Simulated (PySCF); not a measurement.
# C₅H₅FS: reorganisation energies

Aim: compute the reorganisation energies of C₅H₅FS (`C=C/C(F)=C/C=S`).

Programs: PySCF 2.14.0, with routines of our own; each step states its level. All values are computed. Atoms count from 0.

## 1. The system as given

12 atoms, charge 0, multiplicity 1; geometry from: GFN2-xTB.

## 2. Optimising the geometry at BHandHLYP/cc-pVDZ

Job settings and geometry (Å):

```
{"job": {"xc": "BHandHLYP", "basis": "cc-pVDZ", "grid": 1, "kind": "geom"}, "charge": 0, "multiplicity": 1}
C     -2.473017    -0.154050     0.043104
C     -1.277775    -0.033611    -0.536534
C     -0.038140    -0.018646     0.193210
F     -0.148013    -0.135148     1.529092
C      1.196401     0.102077    -0.355794
C      2.399404     0.113394     0.389702
S      3.873988     0.259131    -0.300252
H     -3.381392    -0.161395    -0.532504
H     -2.571321    -0.248458     1.111912
H     -1.179448     0.060591    -1.607950
H      1.272274     0.194953    -1.428864
H      2.328237     0.020475     1.468852
```

Launch:

```console
OMP_NUM_THREADS=1 python excited_run.py task.json out
```

One launch serves the whole session: the jobs run in the order shown.

Standard output:

```text
step   0  E = -691.37345254  max force = 0.022473
step   1  E = -691.37319284  max force = 0.006129
step   2  E = -691.37392957  max force = 0.003464
step   3  E = -691.37407899  max force = 0.003151
step   4  E = -691.37438088  max force = 0.001499
step   5  E = -691.37435504  max force = 0.002547
step   6  E = -691.37440077  max force = 0.000786
step   7  E = -691.37440590  max force = 0.000224
optimisation converged
```

It took 42 s on 1 thread of Arm Neoverse V1, shared host; peak memory 0.65 GiB.

Step by step: (the energy doesn't fall at every step)

| step | energy from step 0 (eV) | largest force component (eV/Å) |
| --- | --- | --- |
| 0 | 0.0000 | 1.1556 |
| 1 | 0.0071 | 0.3152 |
| 2 | -0.0130 | 0.1781 |
| 3 | -0.0170 | 0.1620 |
| 4 | -0.0253 | 0.0771 |
| 5 | -0.0246 | 0.1310 |
| 6 | -0.0258 | 0.0404 |
| 7 | -0.0259 | 0.0115 |

Close pairs (by a distance rule), those that changed most:

| bond | before (Å) | after (Å) | change (Å) |
| --- | --- | --- | --- |
| C4–C5 | 1.415 | 1.435 | +0.019 |
| C2–F3 | 1.345 | 1.333 | -0.013 |
| C2–C4 | 1.356 | 1.344 | -0.012 |
| C0–H7 | 1.075 | 1.083 | +0.008 |
| C1–C2 | 1.439 | 1.446 | +0.007 |
| C0–H8 | 1.077 | 1.084 | +0.006 |
| C5–S6 | 1.635 | 1.629 | -0.006 |
| C5–H11 | 1.085 | 1.090 | +0.004 |

The final coordinates are the input of the step that follows.

| at the end point | value |
| --- | --- |
| point group (found at 0.08 Å tolerance) | Cs |
| rotational constants (GHz, main isotopes) | 9.000, 0.870, 0.793 |
| dipole moment (D) | 4.16 |

## 3. Relaxation after adding or removing an electron (C₅H₅FS+ (doublet)): UKS BHandHLYP/cc-pVDZ

Job settings and geometry (Å):

```
{"job": {"kind": "ionopt", "ions": [1], "xc": "BHandHLYP", "basis": "cc-pVDZ", "grid": 1}, "charge": 1, "multiplicity": 2}
C     -2.402875    -0.574196    -0.016839
C     -1.269675    -0.126821    -0.553844
C     -0.017613    -0.065708     0.166126
F     -0.076759    -0.503730     1.423241
C      1.150783     0.384338    -0.323445
C      2.363784     0.426122     0.441497
S      3.794739     0.968470    -0.116077
H     -3.318383    -0.599062    -0.595465
H     -2.441334    -0.923375     1.008330
H     -1.233965     0.222009    -1.579903
H      1.174138     0.734379    -1.347880
H      2.283323     0.063704     1.466265
```

With the program's defaults for keys left out, this is: UKS BHandHLYP/cc-pVDZ geometry optimisation of the ion from the geometry of its parent, gas phase.

Standard output:

```text
step       E/Eh        max force   <S^2>
  0    -691.06082235   0.066231   0.8649
  1    -691.06489461   0.020100   0.8654
  2    -691.06559143   0.013029   0.8721
  3    -691.06633566   0.011493   0.8651
  4    -691.06715820   0.002333   0.8672
  5    -691.06705572   0.003410   0.8664
  6    -691.06720039   0.001003   0.8668
  7    -691.06720071   0.000836   0.8667
  8    -691.06721652   0.000339   0.8666
  9    -691.06721662   0.000508   0.8667
 10    -691.06721801   0.000227   0.8667
optimisation converged
```

It took 2.1 min on 1 thread of Arm Neoverse V1, shared host; peak memory 0.61 GiB.

In short:

| quantity | value |
| --- | --- |
| geometry moved (RMSD) | 0.034 Å |
| ⟨S²⟩ | 0.867 |

Bonds of the start that changed most:

| bond | start (Å) | end (Å) |
| --- | --- | --- |
| C2–C4 | 1.344 | 1.408 |
| C5–S6 | 1.629 | 1.687 |
| C4–C5 | 1.435 | 1.388 |
| C1–C2 | 1.446 | 1.408 |
| C2–F3 | 1.333 | 1.296 |
| C0–C1 | 1.331 | 1.357 |

Mulliken spin populations:

| atom | value (e) |
| --- | --- |
| C0 | 0.30 |
| C1 | -0.07 |
| C2 | 0.06 |
| F3 | 0.01 |
| C4 | 0.31 |
| C5 | -0.30 |
| S6 | 0.71 |
| H7 | -0.01 |
| H8 | -0.01 |
| H9 | 0.00 |
| H10 | -0.01 |
| H11 | 0.01 |

## 4. Relaxation after adding or removing an electron (C5H5FS− (doublet)): UKS BHandHLYP/cc-pVDZ

The job, as its differences from that of step 3:

```diff
@@ -1,2 +1,2 @@
-{"job": {"kind": "ionopt", "ions": [1], "xc": "BHandHLYP", "basis": "cc-pVDZ", "grid": 1}, "charge": 1, "multiplicity": 2}
+{"job": {"kind": "ionopt", "ions": [-1], "xc": "BHandHLYP", "basis": "cc-pVDZ", "grid": 1}, "charge": -1, "multiplicity": 2}
 C     -2.402875    -0.574196    -0.016839
```

Level: UKS BHandHLYP/cc-pVDZ geometry optimisation of the ion from the geometry of its parent, gas phase.

Standard output:

```text
step       E/Eh        max force   <S^2>
  0    -691.40702413   0.051737   0.8103
  1    -691.41548067   0.016644   0.8187
  2    -691.41650789   0.007314   0.8198
  3    -691.41645819   0.006818   0.8202
  4    -691.41695518   0.002138   0.8192
  5    -691.41696479   0.003558   0.8190
  6    -691.41707673   0.001018   0.8191
  7    -691.41708284   0.000445   0.8192
optimisation converged
```

Run time: 80 s. Hardware: 1 thread of Arm Neoverse V1, shared host; peak memory 0.65 GiB.

In short:

| quantity | value |
| --- | --- |
| geometry moved (RMSD) | 0.066 Å |
| ⟨S²⟩ | 0.819 |

Bonds of the start that changed most:

| bond | start (Å) | end (Å) |
| --- | --- | --- |
| C5–S6 | 1.629 | 1.703 |
| C4–C5 | 1.435 | 1.384 |
| C2–C4 | 1.344 | 1.393 |
| C1–C2 | 1.446 | 1.401 |
| C0–C1 | 1.331 | 1.365 |
| C2–F3 | 1.333 | 1.364 |

## 5. Reorganisation energies: UKS BHandHLYP/cc-pVDZ

The job, as its differences from that of step 4:

```diff
@@ -1,2 +1,2 @@
-{"job": {"kind": "ionopt", "ions": [-1], "xc": "BHandHLYP", "basis": "cc-pVDZ", "grid": 1}, "charge": -1, "multiplicity": 2}
+{"job": {"kind": "reorg", "ions": [1, -1], "xc": "BHandHLYP", "basis": "cc-pVDZ", "grid": 1}, "charge": 0, "multiplicity": 1}
 C     -2.402875    -0.574196    -0.016839
```

Method: UKS BHandHLYP/cc-pVDZ four-point reorganisation energy, gas phase.

Standard output:

```text
final grid: 49880 points
cycle   1  E = -691.2748688177  dE =  1.252e+00  |g| = 5.952e-01  |ddm| = 6.458e+00
cycle   2  E = -691.2218698776  dE =  5.300e-02  |g| = 7.793e-01  |ddm| = 2.270e+00
cycle   3  E = -691.3725020188  dE = -1.506e-01  |g| = 7.249e-02  |ddm| = 1.345e+00
cycle   4  E = -691.3736550309  dE = -1.153e-03  |g| = 5.144e-02  |ddm| = 2.007e-01
cycle   5  E = -691.3743653506  dE = -7.103e-04  |g| = 1.072e-02  |ddm| = 1.021e-01
cycle   6  E = -691.3744000258  dE = -3.468e-05  |g| = 3.591e-03  |ddm| = 2.331e-02
cycle   7  E = -691.3744049385  dE = -4.913e-06  |g| = 1.537e-03  |ddm| = 9.014e-03
cycle   8  E = -691.3744058214  dE = -8.830e-07  |g| = 4.421e-04  |ddm| = 4.265e-03
cycle   9  E = -691.3744058917  dE = -7.028e-08  |g| = 1.050e-04  |ddm| = 1.295e-03
cycle  10  E = -691.3744058952  dE = -3.494e-09  |g| = 4.513e-05  |ddm| = 2.821e-04
cycle  11  E = -691.3744058958  dE = -6.055e-10  |g| = 1.245e-05  |ddm| = 1.397e-04
converged SCF energy = -691.3744058958

hole transfer: vertical 8.6012 eV, relaxation of the ion converged
  adiabatic 8.3590 eV, lambda(ion) 0.2422, lambda(parent) 0.2582, total 0.5003 eV

electron transfer: vertical 0.8862 eV, relaxation of the ion converged
  adiabatic 1.1613 eV, lambda(ion) 0.2751, lambda(parent) 0.2967, total 0.5718 eV
```

Run time: 3.8 s. Hardware: 1 thread of Arm Neoverse V1, shared host; peak memory 0.61 GiB.

## 6. Results

```
                                                      quantity                 value
                                                   point group                    Cs
                          rotational constants (main isotopes)  9.00, 0.87, 0.79 GHz
         geometry moved (RMSD) (step 3, UKS BHandHLYP/cc-pVDZ)               0.034 Å
         geometry moved (RMSD) (step 4, UKS BHandHLYP/cc-pVDZ)               0.066 Å
    hole reorganisation energy (step 5, UKS BHandHLYP/cc-pVDZ)             0.5003 eV
electron reorganisation energy (step 5, UKS BHandHLYP/cc-pVDZ)             0.5718 eV
```

The optimisation took 7 steps and gained 0.026 eV; among the close pairs (by a distance rule), C4–C5 changed most, from 1.415 to 1.435 Å. In step 3 the state is spin-contaminated. In step 3 (relaxation after adding or removing an electron), among the bonds C2–C4 changes most, from 1.344 to 1.408 Å. In step 4 (relaxation after adding or removing an electron), among the bonds C5–S6 changes most, from 1.629 to 1.703 Å. In step 5 the cation is spin-contaminated.
